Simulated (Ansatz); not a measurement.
# ClH₇OSi₃: taking an electron away

The task here is to estimate one member of a computed series from the others.

The runs use Ansatz 0.2.0, Gaussian basis; unrestricted cation, the program's frozen cores in correlated methods.

The runs, in order: UKS PBE-D4/def2-TZVPP; UKS r2SCAN-D4/def2-TZVPP; UKS PBE0-D4/def2-TZVPP; UKS B3LYP-D4/def2-TZVPP; UKS wB97X-V/def2-TZVPP; UKS wB97M-V/def2-TZVPP; UKS B2PLYP/def2-TZVPP; UHF-CCSD(T)/def2-TZVPP; UHF-MP2/def2-QZVPP; extrapolation to the limit; then −ε(HOMO) from the neutral's earlier runs with LDA (SPW92), PBE-D4, revPBE-D4, BLYP-D4, r2SCAN-D4, B97M-V, PBE0-D4, B3LYP-D4, r2SCANh-D4, r2SCAN0-D4, HSE06-D4, BHLYP-D4, CAM-B3LYP-D4, LC-ωPBE, ωB97X-V, ωB97M-V.

## Structure used throughout

All runs share one geometry, relaxed beforehand with PBE0-D4 in a triple-zeta def2 set.

12 atoms, charge 0, spin multiplicity 1.

Atoms are counted from 1 here; the program's logs count them from 0.

Bond lengths: O1–Si2 1.646 Å, O1–H6 0.960 Å, Si2–Si3 2.347 Å, Si2–Si4 2.339 Å, Si2–Cl5 2.079 Å, Si3–H7 1.486 Å, Si3–H8 1.488 Å, Si3–H9 1.489 Å, Si4–H10 1.486 Å, Si4–H11 1.487 Å, Si4–H12 1.487 Å. Angles: Si2–O1–H6 118.0°, O1–Si2–Si3 112.2°, O1–Si2–Si4 106.5°, O1–Si2–Cl5 109.8°, Si3–Si2–Si4 115.6°, Si3–Si2–Cl5 104.9°, Si4–Si2–Cl5 107.6°, Si2–Si3–H7 109.8°, Si2–Si3–H8 110.5°, Si2–Si3–H9 109.3°, H7–Si3–H8 109.1°, H7–Si3–H9 109.3°, H8–Si3–H9 108.8°, Si2–Si4–H10 110.1°, Si2–Si4–H11 110.2°, Si2–Si4–H12 108.3°, H10–Si4–H11 109.7°, H10–Si4–H12 109.6° and more.

Set-up of the first run:

Contents of in.yaml:

```yaml
crystal:
  periodic: [false, false, false]
  atoms:
    - {symbol: O, position_ang: [-1.739706, 0.617225, -0.925103]}
    - {symbol: Si, position_ang: [-0.190704, 0.494613, -0.381895]}
    - {symbol: Si, position_ang: [-0.069965, 0.489749, 1.961661]}
    - {symbol: Si, position_ang: [0.741518, -1.368374, -1.446491]}
    - {symbol: Cl, position_ang: [0.896486, 2.166334, -0.970796]}
    - {symbol: H, position_ang: [-2.270629, 1.352259, -0.611159]}
    - {symbol: H, position_ang: [1.352406, 0.489491, 2.392902]}
    - {symbol: H, position_ang: [-0.748147, -0.713432, 2.515904]}
    - {symbol: H, position_ang: [-0.743654, 1.707456, 2.492069]}
    - {symbol: H, position_ang: [0.696717, -1.188842, -2.920804]}
    - {symbol: H, position_ang: [-0.002051, -2.599813, -1.068920]}
    - {symbol: H, position_ang: [2.154631, -1.501667, -1.003567]}
basis:
  gaussian: {orbitals: def2-TZVPP}
total_charge: 1
magnetization: {spin_polarized: true, initial_magnetization: 1}
hamiltonian: {xc: pbe, dispersion: d4}
```

The run is started by

```console
$ ansatz run in.yaml --threads 2 --pin off --events-out ev --progress --plain --max-ram 32768MiB --backend cpu
```

Steps of the session up to this table: Cation, UKS PBE-D4/def2-TZVPP; Cation, UKS r2SCAN-D4/def2-TZVPP; Cation, UKS PBE0-D4/def2-TZVPP; Cation, UKS B3LYP-D4/def2-TZVPP; Cation, UKS wB97X-V/def2-TZVPP; Cation, UKS wB97M-V/def2-TZVPP; Cation, UKS B2PLYP (frozen core)/def2-TZVPP; Cation, UHF-CCSD(T)/def2-TZVPP; Cation, UHF-MP2/def2-QZVPP.

One table of the session follows, with a row left open; its other results are not shown here.

Orbital estimates, from the neutral's runs:

| functional | −ε(HOMO) (eV) |
| --- | --- |
| LDA (SPW92) | 6.54 |
| PBE-D4 | 6.44 |
| revPBE-D4 | 6.40 |
| BLYP-D4 | 6.31 |
| r2SCAN-D4 | 6.69 |
| B97M-V | 6.83 |
| PBE0-D4 | 7.56 |
| B3LYP-D4 | 7.37 |
| r2SCANh-D4 | 7.10 |
| r2SCAN0-D4 | ? |
| HSE06-D4 | 7.17 |
| BHLYP-D4 | 8.58 |
| CAM-B3LYP-D4 | 8.81 |
| LC-ωPBE | 10.07 |
| ωB97X-V | 9.76 |
| ωB97M-V | 9.52 |

Q: Estimate the row for r2SCAN0-D4 from the others.

Worked estimate for «−ε(HOMO) (eV)». Against the share of exact exchange, r2SCAN-D4 (0, 6.69), r2SCANh-D4 (0.1, 7.10) give a slope of 4.10 per unit share; at 0.25 the line stands at 7.71.

**Answer.** −ε(HOMO) (eV): 7.71. In «−ε(HOMO) (eV)» the line misses by 0.00.
